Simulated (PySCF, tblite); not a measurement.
# C6H13BGeO2: infrared bands, NMR shifts and electronic excitations in gas and solvents, part 1 of 2

Aim: compute the infrared bands, NMR shifts and electronic excitations of C6H13BGeO2 (`COB(OC)C1=C[CH2][GeH2][CH2]1`), and see what a dielectric continuum does where one was used.

The runs use tblite 0.8.0 and PySCF 2.14.0, with density-fitted response routines of our own; the level of theory stands in each step. All values are computed, except where a source is named. Atoms are numbered from 0 throughout.

### Step 1. The starting structure

23 atoms, charge 0, multiplicity 1; geometry from: force field or distance geometry start.

Bonds of the start (Å): C0–O1 1.41, O1–B2 1.49, B2–O3 1.48, O3–C4 1.40, B2–C5 1.56, C5–C6 1.35, C6–C7 1.50, C7–Ge8 1.93, Ge8–C9 1.93, C9–C5 1.50, C0–H10 1.10, C0–H11 1.11, C0–H12 1.13, C4–H13 1.12, C4–H14 1.12, C4–H15 1.12, C6–H16 1.09, C7–H17 1.10, C7–H18 1.11, Ge8–H19 1.55, Ge8–H20 1.55, C9–H21 1.11, C9–H22 1.11.

### Step 2. Optimising the geometry with GFN2-xTB

The job: settings as JSON, then the geometry in Å.

```
{"job": {"kind": "relax", "xc": "GFN2-xTB", "basis": "xTB"}, "charge": 0, "multiplicity": 1}
C     -2.352800    -1.819800    -0.642600
O     -1.985000    -0.498700    -0.984900
B     -1.208900     0.062900     0.154300
O     -1.939900     0.735600     1.245700
C     -2.129300     2.080800     0.927000
C      0.353200    -0.017300     0.158200
C      1.079500     0.446300     1.196900
C      2.577900     0.352400     1.153400
Ge     2.962400    -0.466300    -0.552500
C      1.087400    -0.609200    -1.004100
H     -1.481200    -2.475700    -0.469500
H     -2.926900    -2.248600    -1.495300
H     -3.048000    -1.832100     0.250200
H     -2.754100     2.194900     0.004400
H     -1.160500     2.624900     0.798600
H     -2.671100     2.577500     1.765500
H      0.604100     0.883600     2.077200
H      3.022500     1.354000     1.204400
H      2.943800    -0.291000     1.979900
H      3.619700    -1.855000    -0.381200
H      3.695600     0.524300    -1.492600
H      0.819500    -1.673200    -1.141200
H      0.887400    -0.023400    -1.920800
```

On the command line:

```
OMP_NUM_THREADS=1 python probes_run.py task.json out
```

The driver reads the jobs from task.json and runs them one after another.

Log:

```text
step      E/eV     max force
  0    -836.40862    2.350
  1    -836.66639    1.530
  2    -836.79519    0.686
  3    -836.83579    0.660
  4    -836.89205    0.416
  5    -836.92123    0.415
  6    -836.96583    0.372
  7    -836.98353    0.294
  8    -837.00095    0.255
  9    -837.01133    0.214
 10    -837.01946    0.176
 11    -837.02671    0.210
 12    -837.03705    0.234
 13    -837.05195    0.286
 14    -837.07007    0.375
 15    -837.08564    0.305
 16    -837.09738    0.200
 17    -837.10663    0.208
 18    -837.11659    0.228
 19    -837.13301    0.354
 20    -837.15925    0.494
 21    -837.19527    0.502
 22    -837.23483    0.439
 23    -837.27068    0.514
 24    -837.30157    0.689
 25    -837.28614    0.865
 26    -837.36462    0.580
 27    -837.41505    0.573
 28    -837.53090    0.698
 29    -837.57322    0.484
 30    -837.61168    0.483
 31    -837.68960    0.466
 32    -837.71657    0.472
 33    -837.74163    0.433
 34    -837.75976    0.343
 35    -837.77877    0.259
 36    -837.79241    0.270
 37    -837.80220    0.212
 38    -837.81109    0.291
 39    -837.82120    0.266
 40    -837.83653    0.220
 41    -837.84949    0.302
 42    -837.86645    0.313
 43    -837.88066    0.242
 44    -837.89087    0.207
 45    -837.89821    0.192
 46    -837.90694    0.225
 47    -837.91846    0.263
 48    -837.93095    0.279
 49    -837.94137    0.220
 50    -837.94912    0.173
 51    -837.95578    0.198
 52    -837.96203    0.158
 53    -837.96836    0.156
 54    -837.97306    0.167
 55    -837.97870    0.165
 56    -837.98487    0.192
 57    -837.99044    0.181
 58    -837.99455    0.146
 59    -837.99800    0.123
 60    -838.00167    0.132
 61    -838.00550    0.123
 62    -838.00859    0.116
 63    -838.01082    0.096
 64    -838.01266    0.107
 65    -838.01439    0.082
 66    -838.01593    0.079
 67    -838.01715    0.072
 68    -838.01815    0.067
 69    -838.01914    0.070
 70    -838.02018    0.079
 71    -838.02113    0.081
 72    -838.02196    0.058
 73    -838.02280    0.066
 74    -838.02375    0.076
 75    -838.02473    0.059
 76    -838.02546    0.045
 77    -838.02593    0.041
 78    -838.02635    0.040
 79    -838.02681    0.043
 80    -838.02724    0.044
 81    -838.02756    0.038
 82    -838.02783    0.038
 83    -838.02815    0.043
 84    -838.02860    0.043
 85    -838.02908    0.046
 86    -838.02946    0.040
 87    -838.02974    0.036
 88    -838.03001    0.036
 89    -838.03030    0.040
 90    -838.03055    0.027
 91    -838.03070    0.024
 92    -838.03081    0.027
 93    -838.03096    0.036
 94    -838.03119    0.047
 95    -838.03149    0.044
 96    -838.03180    0.038
 97    -838.03204    0.037
 98    -838.03223    0.029
 99    -838.03237    0.030
100    -838.03248    0.020
101    -838.03254    0.016
102    -838.03258    0.011
103    -838.03260    0.010
```

Wall time 1.2 s (1 thread of Arm Neoverse V1, shared host); peak memory 0.18 GiB.

Along the way: (not every step is listed)

```tsv
step	energy from step 0 (eV)	largest force (eV/Å)
0	0.0000	2.3498
1	-0.2578	1.5301
2	-0.3866	0.6856
3	-0.4272	0.6604
4	-0.4834	0.4156
5	-0.5126	0.4152
6	-0.5572	0.3724
7	-0.5749	0.2935
8	-0.5923	0.2546
17	-0.6980	0.2084
26	-0.9560	0.5798
35	-1.3701	0.2592
44	-1.4822	0.2068
53	-1.5597	0.1562
62	-1.6000	0.1157
71	-1.6125	0.0807
80	-1.6186	0.0437
89	-1.6217	0.0399
98	-1.6236	0.0289
99	-1.6237	0.0300
100	-1.6239	0.0200
101	-1.6239	0.0162
102	-1.6240	0.0114
103	-1.6240	0.0099
```

Close pairs (by a distance rule), those that changed most:

```tsv
bond	before (Å)	after (Å)	change (Å)
O1–B2	1.488	1.355	-0.134
B2–O3	1.476	1.361	-0.115
C7–Ge8	1.931	1.980	+0.049
Ge8–C9	1.934	1.977	+0.043
Ge8–H20	1.550	1.508	-0.042
Ge8–H19	1.546	1.506	-0.040
C0–H12	1.132	1.091	-0.040
C4–H13	1.120	1.093	-0.027
```

The final coordinates are the input of the step that follows.

### Step 3. Harmonic vibrations with GFN2-xTB

The job: settings as JSON, then the geometry in Å.

```
{"job": {"kind": "ir", "xc": "GFN2-xTB", "basis": "xTB"}, "charge": 0, "multiplicity": 1}
C     -2.860219    -1.931636    -0.472804
O     -1.506519    -1.553920    -0.365268
B     -1.125126    -0.322353     0.051208
O     -2.098260     0.578196     0.359662
C     -1.881177     1.901117     0.771231
C      0.432413    -0.062063     0.120084
C      1.063116     0.440049     1.179020
C      2.554426     0.617462     1.202707
Ge     3.126131    -0.230101    -0.492811
C      1.254245    -0.459657    -1.084522
H     -2.900403    -3.021410    -0.442346
H     -3.273885    -1.578107    -1.420937
H     -3.450527    -1.513783     0.344501
H     -2.557966     2.547806     0.207578
H     -0.849028     2.214827     0.598261
H     -2.109281     1.992369     1.837002
H      0.521462     0.720685     2.073173
H      2.802426     1.680197     1.247815
H      2.975974     0.158838     2.098022
H      3.898112    -1.508217    -0.299947
H      3.981203     0.646523    -1.372589
H      0.994536    -1.475307    -1.379247
H      1.003595     0.185470    -1.928584
```

Log:

```text
mode    cm-1     km/mol
  1     -10.7      0.33
  2      25.8      0.07
  3      45.7      0.45
  4      87.6      0.48
  5      97.8      3.05
  6     121.7      0.80
  7     159.2      2.00
  8     168.6      4.25
  9     220.3      2.43
 10     237.4      1.26
 11     282.6      9.73
 12     349.5     13.91
 13     386.2     13.26
 14     422.5     12.20
 15     465.2      8.37
 16     515.9      2.35
 17     558.5     33.68
 18     576.4     44.46
 19     601.6    115.18
 20     630.7     61.35
 21     653.9      2.32
 22     726.9     98.02
 23     784.2      0.55
 24     803.1     46.37
 25     839.4     56.08
 26     846.9    210.68
 27     956.3     23.58
 28    1020.6     55.49
 29    1030.7     27.26
 30    1080.2      1.72
 31    1083.8     17.72
 32    1100.0      7.28
 33    1127.2      8.25
 34    1136.0     11.86
 35    1143.2      9.96
 36    1153.1     13.76
 37    1171.5     32.75
 38    1196.4     23.01
 39    1241.3    564.59
 40    1258.6    228.81
 41    1279.1     50.16
 42    1401.9      5.83
 43    1412.2     15.50
 44    1439.1      3.53
 45    1445.4      7.30
 46    1466.3      3.28
 47    1475.3      1.89
 48    1477.9      6.01
 49    1481.8      4.59
 50    1679.8     67.43
 51    1924.0    318.07
 52    1994.2    544.29
 53    2935.5     40.77
 54    2943.8     18.25
 55    2945.1     39.28
 56    2947.9     48.95
 57    2957.8     25.16
 58    2966.6     36.56
 59    2967.1     41.42
 60    2973.8     29.68
 61    2984.8     33.68
 62    2987.9     18.36
 63    3043.5     72.89
```

Run time: 1.3 s. Hardware: 1 thread of Arm Neoverse V1, shared host; peak memory 0.18 GiB.

The strongest bands and the atoms that carry them (share of the mass-weighted mode):

```tsv
cm⁻¹	km/mol	atoms
602	115.2	H20 37 %, H19 34 %, C7 11 %
727	98.0	C7 17 %, H18 16 %, H17 14 %, H16 11 %
847	210.7	H19 40 %, H20 34 %, H16 15 %
1241	564.6	B2 50 %, O1 22 %, O3 13 %
1259	228.8	B2 38 %, O3 14 %, H16 11 %
1924	318.1	H20 61 %, H19 38 %
1994	544.3	H19 60 %, H20 38 %
3044	72.9	H16 92 %
```

### Step 4. Geometry optimisation at PBE0-D3(BJ)/def2-SVP

The job: settings as JSON, then the geometry in Å.

```
{"job": {"xc": "PBE0", "basis": "def2-SVP", "d3": "d3bj", "grid": 1, "shake": 0.01, "kind": "geom"}, "charge": 0, "multiplicity": 1}
C     -2.839810    -1.957190    -0.468620
O     -1.512200    -1.558450    -0.367420
B     -1.145330    -0.324670     0.042560
O     -2.065030     0.580450     0.356140
C     -1.883990     1.894440     0.760680
C      0.428500    -0.057240     0.117700
C      1.072690     0.438050     1.179260
C      2.569880     0.622910     1.197650
Ge     3.124300    -0.224700    -0.473460
C      1.251550    -0.462090    -1.074500
H     -2.909270    -3.024330    -0.433520
H     -3.268080    -1.577190    -1.414240
H     -3.478810    -1.503570     0.334900
H     -2.574650     2.550570     0.214580
H     -0.853480     2.204060     0.598520
H     -2.109810     2.006420     1.844480
H      0.523400     0.731800     2.071120
H      2.793170     1.686040     1.253640
H      2.973830     0.151010     2.100310
H      3.873170    -1.501320    -0.295030
H      3.964810     0.647140    -1.382230
H      1.002110    -1.495650    -1.388390
H      1.010690     0.197030    -1.950160
```

Log:

```text
step   0  E = -2487.54590747  max force = 0.035626
step   1  E = -2487.55194564  max force = 0.008860
step   2  E = -2487.55246578  max force = 0.002855
step   3  E = -2487.55251701  max force = 0.002364
step   4  E = -2487.55261733  max force = 0.002697
step   5  E = -2487.55268479  max force = 0.001789
step   6  E = -2487.55273314  max force = 0.000689
step   7  E = -2487.55275324  max force = 0.000550
step   8  E = -2487.55277156  max force = 0.000567
step   9  E = -2487.55279215  max force = 0.001004
step  10  E = -2487.55281096  max force = 0.001042
step  11  E = -2487.55283076  max force = 0.000456
step  12  E = -2487.55284794  max force = 0.000622
step  13  E = -2487.55287357  max force = 0.000781
step  14  E = -2487.55291610  max force = 0.001107
step  15  E = -2487.55294827  max force = 0.000980
step  16  E = -2487.55296308  max force = 0.000387
optimisation converged
```

Run time: 10 min. Hardware: 1 thread of Arm Neoverse V1, shared host; peak memory 1.4 GiB.

Relaxation path:

```tsv
step	energy from step 0 (eV)	largest force component (eV/Å)
0	0.0000	1.8320
1	-0.1643	0.4556
2	-0.1785	0.1468
3	-0.1799	0.1216
4	-0.1826	0.1387
5	-0.1844	0.0920
6	-0.1857	0.0354
7	-0.1863	0.0283
8	-0.1868	0.0292
9	-0.1873	0.0516
10	-0.1879	0.0536
11	-0.1884	0.0234
12	-0.1889	0.0320
13	-0.1896	0.0402
14	-0.1907	0.0569
15	-0.1916	0.0504
16	-0.1920	0.0199
```

Distances of close pairs at the start and the end, largest changes first:

```tsv
bond	before (Å)	after (Å)	change (Å)
Ge8–H19	1.491	1.541	+0.050
B2–O3	1.328	1.362	+0.034
C0–H10	1.070	1.100	+0.030
B2–C5	1.598	1.571	-0.028
Ge8–H20	1.514	1.542	+0.028
C9–H22	1.122	1.102	-0.020
C0–H12	1.122	1.103	-0.020
C7–Ge8	1.954	1.972	+0.018
```

The end geometry stands in the next job.

```tsv
at the end point	value
point group (found at 0.08 Å tolerance)	C1
rotational constants (GHz, main isotopes)	1.841, 0.461, 0.387
dipole moment (D)	1.66
```

### Step 5. NMR shieldings: PBE0/pcSseg-1

The job: settings as JSON, then the geometry in Å.

```
{"job": {"kind": "nmr", "xc": "PBE0", "basis": "pcSseg-1"}, "charge": 0, "multiplicity": 1}
C     -2.949287    -1.791577    -0.377449
O     -1.577063    -1.498349    -0.349306
B     -1.121507    -0.295157     0.096418
O     -2.055888     0.607847     0.504412
C     -1.825876     1.941379     0.856877
C      0.434882    -0.086605     0.070283
C      1.106722     0.582990     1.031849
C      2.607822     0.666603     1.040697
Ge     3.104028    -0.337717    -0.582322
C      1.235887    -0.770579    -1.018778
H     -3.086074    -2.750478    -0.898321
H     -3.523033    -1.011908    -0.904416
H     -3.364757    -1.881716     0.640032
H     -2.700892     2.538902     0.558331
H     -0.929561     2.354309     0.366947
H     -1.703004     2.044765     1.948366
H      0.563354     1.063202     1.854880
H      2.955111     1.713228     1.012969
H      3.030144     0.225980     1.959238
H      3.988092    -1.566968    -0.296705
H      3.799146     0.545377    -1.637684
H      1.037417    -1.854200    -1.021327
H      0.946832    -0.409611    -2.019478
```

Method: GIAO PBE0/pcSseg-1 NMR shielding, non-relativistic, gas phase.

Log:

```text
coarse grid: 86176 points
cycle   1  E = -2487.6587888517  dE =  5.559e-01  |g| = 1.158e+00  |ddm| = 4.286e+00
cycle   2  E = -2487.5112071998  dE =  1.476e-01  |g| = 1.428e+00  |ddm| = 1.658e+00
cycle   3  E = -2487.8205150140  dE = -3.093e-01  |g| = 1.782e-01  |ddm| = 1.107e+00
cycle   4  E = -2487.8252985611  dE = -4.784e-03  |g| = 7.756e-02  |ddm| = 1.543e-01
cycle   5  E = -2487.8262647587  dE = -9.662e-04  |g| = 2.096e-02  |ddm| = 7.210e-02
cycle   6  E = -2487.8263664190  dE = -1.017e-04  |g| = 7.188e-03  |ddm| = 2.279e-02
cycle   7  E = -2487.8263770877  dE = -1.067e-05  |g| = 1.063e-03  |ddm| = 6.406e-03
cycle   8  E = -2487.8263773346  dE = -2.469e-07  |g| = 4.475e-04  |ddm| = 1.320e-03
final grid: 183752 points
cycle   9  E = -2487.8263207893  dE = -3.098e-08  |g| = 6.084e-04  |ddm| = 2.096e-03
cycle  10  E = -2487.8263206849  dE =  1.044e-07  |g| = 8.938e-04  |ddm| = 1.276e-03
cycle  11  E = -2487.8263208776  dE = -1.927e-07  |g| = 9.829e-05  |ddm| = 7.741e-04
cycle  12  E = -2487.8263208799  dE = -2.347e-09  |g| = 1.247e-05  |ddm| = 8.970e-05
cycle  13  E = -2487.8263208800  dE = -3.183e-11  |g| = 7.358e-06  |ddm| = 1.711e-05
converged SCF energy = -2487.8263208800

GIAO shielding tensors (ppm)
atom      isotropic    diamagn.    paramagn.     s11        s22        s33       span
  0 C      132.805     239.860    -107.055    106.774    111.411    180.231     73.457
  1 O      230.501     399.241    -168.741    100.007    255.480    336.015    236.007
  2 B       74.921     199.018    -124.096     68.280     69.254     87.230     18.950
  3 O      231.348     396.170    -164.821     81.681    266.621    345.743    264.061
  4 C      129.261     245.611    -116.350    104.021    106.784    176.977     72.956
  5 C       36.893     262.535    -225.641    -68.646     34.439    144.887    213.534
  6 C       32.623     257.351    -224.728    -79.189     42.442    134.617    213.806
  7 C      165.039     253.263     -88.224    149.913    154.140    191.064     41.151
  8 Ge    1454.624    2754.754   -1300.130   1335.352   1462.554   1565.967    230.615
  9 C      164.629     248.832     -84.202    146.871    155.974    191.043     44.172
 10 H       27.783      26.991       0.792     23.304     26.062     33.984     10.680
 11 H       27.583      28.269      -0.686     23.649     25.774     33.325      9.676
 12 H       27.770      27.736       0.034     23.748     25.440     34.123     10.376
 13 H       27.521      28.330      -0.808     23.001     25.820     33.743     10.742
 14 H       27.377      32.233      -4.856     23.220     28.077     30.834      7.615
 15 H       27.523      30.096      -2.572     23.969     25.067     33.535      9.566
 16 H       24.849      35.819     -10.971     21.328     24.513     28.705      7.377
 17 H       29.375      29.592      -0.217     24.134     27.013     36.979     12.845
 18 H       29.429      29.455      -0.027     24.123     26.950     37.212     13.089
 19 H       26.987      28.130      -1.143     20.758     21.523     38.681     17.923
 20 H       27.034      28.194      -1.160     20.902     21.506     38.694     17.792
 21 H       29.088      30.843      -1.755     22.439     28.811     36.015     13.576
 22 H       29.642      31.049      -1.407     23.868     28.754     36.304     12.436
```

It took 77 s on 1 thread of Arm Neoverse V1, shared host; peak memory 1.4 GiB.

The references, computed at this level on geometries of the same kind, shield at (ppm): 1H TMS 31.27, 13C TMS 184.4, 17O H2O 334.6, 11B BF3·OEt2 100.7, 73Ge GeMe4 1330. Their shielding less the atom's gives the shift. The references are single molecules in the gas phase, so shifts against H2O, NH3, PH3, H3PO4 or CFCl3 are not on the usual liquid scales and can be off by tens of ppm. Atoms listed in one row are averaged.

```tsv
atoms	environment	σ (ppm)	δ (ppm)
C6	alkene CH	32.6	151.8
C5	fully substituted alkene carbon	36.9	147.5
C0, C4	methyl carbon bonded to O	131.0	53.4
C9	allylic sp3 CH2 bonded to Ge	164.6	19.8
C7	allylic sp3 CH2 bonded to Ge	165.0	19.4
H16	hydrogen on an alkene CH	24.85	6.42
H19, H20	hydrogen on a germanium bonded to 2 C, in a 5-membered ring	27.01	4.26
H10, H11, H12, H13, H14, H15	hydrogen on a methyl carbon bonded to O	27.59	3.67
H21, H22	hydrogen on an allylic sp3 CH2 bonded to Ge	29.37	1.90
H17, H18	hydrogen on an allylic sp3 CH2 bonded to Ge	29.40	1.87
O1, O3	oxygen bonded to C, B	230.9	103.6
B2	boron bonded to C, 2 O	74.9	25.8
Ge8	germanium bonded to 2 C, 2 H, in a 5-membered ring	1455	-124
```

Charges from the same density, by scheme (e):

```tsv
atoms	Mulliken	IAO	Hirshfeld	ESP fit
C0, C4	-0.02	-0.19	-0.03	-0.17
O1, O3	-0.51	-0.40	-0.17	-0.36
B2	0.70	0.47	0.23	0.62
C5	-0.36	-0.15	-0.08	-0.19
C6	-0.15	-0.13	-0.04	-0.16
C7	-0.44	-0.51	-0.16	-0.18
Ge8	0.44	0.61	0.33	0.23
C9	-0.44	-0.50	-0.16	-0.06
```

Mayer bond orders: C0–O1 0.90, O1–B2 1.19, B2–O3 1.15, O3–C4 0.89, B2–C5 0.87, C5–C6 1.86, C6–C7 1.01, C7–Ge8 0.94, Ge8–C9 0.95, C9–C5 1.01.

Ring of atoms C5, C6, C7, Ge8, C9: NICS(0) -2.6, NICS(1) -3.4, NICS(1)zz -1.9 ppm (means of both faces). The ring holds saturated atoms, so no π current runs round it: these values come from its σ bonds, any local π bonds and neighbouring rings, and say nothing of aromaticity.

### Step 6. Excited states and response: wB97X-D/def2-SVPD

The job, as its differences from that of step 5:

```diff
@@ -1,2 +1,2 @@
-{"job": {"kind": "nmr", "xc": "PBE0", "basis": "pcSseg-1"}, "charge": 0, "multiplicity": 1}
+{"job": {"kind": "uv", "xc": "wB97X-D", "basis": "def2-SVPD", "ip": true}, "charge": 0, "multiplicity": 1}
 C     -2.949287    -1.791577    -0.377449
```

Method: TDDFT wB97X-D/def2-SVPD, vertical, gas phase, core orbitals frozen in the response.

Log:

```text
coarse grid: 86176 points
cycle   1  E = -2488.0871085913  dE =  8.458e-01  |g| = 8.568e-01  |ddm| = 9.187e+00
cycle   2  E = -2488.0772536795  dE =  9.855e-03  |g| = 9.486e-01  |ddm| = 2.574e+00
cycle   3  E = -2488.2279378239  dE = -1.507e-01  |g| = 5.991e-02  |ddm| = 1.285e+00
cycle   4  E = -2488.2286613894  dE = -7.236e-04  |g| = 3.918e-02  |ddm| = 2.053e-01
cycle   5  E = -2488.2289493185  dE = -2.879e-04  |g| = 6.220e-03  |ddm| = 9.229e-02
cycle   6  E = -2488.2289584868  dE = -9.168e-06  |g| = 2.256e-03  |ddm| = 2.109e-02
final grid: 183752 points
cycle   7  E = -2488.2280380550  dE = -2.361e-06  |g| = 2.656e-03  |ddm| = 2.767e-02
cycle   8  E = -2488.2280374044  dE =  6.506e-07  |g| = 3.350e-03  |ddm| = 1.161e-02
cycle   9  E = -2488.2280396873  dE = -2.283e-06  |g| = 1.998e-04  |ddm| = 5.488e-03
cycle  10  E = -2488.2280397009  dE = -1.359e-08  |g| = 9.260e-05  |ddm| = 8.093e-04
cycle  11  E = -2488.2280397054  dE = -4.497e-09  |g| = 2.143e-05  |ddm| = 6.278e-04
cycle  12  E = -2488.2280397056  dE = -2.228e-10  |g| = 1.130e-05  |ddm| = 1.122e-04
converged SCF energy = -2488.2280397056

Static polarisability (au): isotropic 120.926, principal 95.150 123.417 144.212

Singlet excitations
state   eV       nm        f      main configurations
  1   6.2790    197.5   0.21879   H->L 0.88
  2   6.3683    194.7   0.01548   H-1->L 0.85
  3   6.7353    184.1   0.01322   H->L+1 0.83
  4   7.1750    172.8   0.00071   H-3->L 0.84
  5   7.4799    165.8   0.00231   H->L+3 0.47, H->L+2 0.41
  6   7.5099    165.1   0.06391   H-2->L 0.79
  7   7.5555    164.1   0.00371   H-1->L+1 0.65, H-2->L 0.08
  8   7.6786    161.5   0.02962   H->L+6 0.45, H->L+2 0.16, H->L+3 0.12
  9   7.7652    159.7   0.00311   H-4->L 0.59, H-6->L 0.10, H-5->L 0.08
 10   7.9080    156.8   0.01108   H->L+4 0.26, H->L+3 0.22, H->L+2 0.13

Triplet excitations (Tamm-Dancoff, eV): 4.0461 6.0316 6.7339 6.8551
Vertical ionisation energy (delta-SCF) = 8.8604 eV
```

Run time: 8.5 min. Hardware: 1 thread of Arm Neoverse V1, shared host; peak memory 1.9 GiB.

Frontier orbitals and where they lie:

```tsv
orbital	eV	atoms
HOMO−3	-10.30	C7 27 %, Ge8 23 %, C5 7 %
HOMO−2	-10.14	O1 35 %, O3 28 %, C0 8 %
HOMO−1	-9.59	C9 26 %, Ge8 19 %, C7 13 %
HOMO	-8.85	C6 31 %, C5 30 %, C9 8 %
LUMO	1.51	C6 24 %, C5 22 %, B2 16 %
LUMO+1	1.78	B2 29 %, Ge8 16 %, C6 7 %
LUMO+2	2.33	Ge8 34 %, B2 10 %, H20 8 %
```

With each of the 10 states as a Gaussian band of 0.4 eV half-width at 1/e, the curve within the window shown has maxima at 197 nm (ε 9,600), 163 nm (ε 4,200) L/(mol cm). Beyond the last state computed it falls off for lack of states. The curve at chosen wavelengths:

| nm | ε (L/mol/cm) |
| --- | --- |
| 151 | 638 |
| 154 | 1453 |
| 156 | 2193 |
| 159 | 3356 |
| 162 | 4122 |
| 164 | 4210 |
| 167 | 3699 |
| 170 | 2753 |
| 172 | 2130 |
| 175 | 1504 |
| 178 | 1439 |
| 180 | 1757 |
| 183 | 2794 |
| 186 | 4430 |
| 189 | 6396 |
| 191 | 7660 |
| 194 | 9091 |
| 197 | 9611 |
| 199 | 9383 |
| 202 | 8304 |
| 205 | 6674 |
| 207 | 5489 |
| 210 | 3822 |
| 213 | 2464 |
| 215 | 1768 |
| 218 | 1018 |

Ground-state properties from the same run:

```tsv
property	computed
dipole moment (D)	1.57
polarisability (Å³)	17.92
HOMO–LUMO gap (eV)	10.36
−ε(HOMO) (eV)	8.85
```

(Continued in part 2 of 2.)
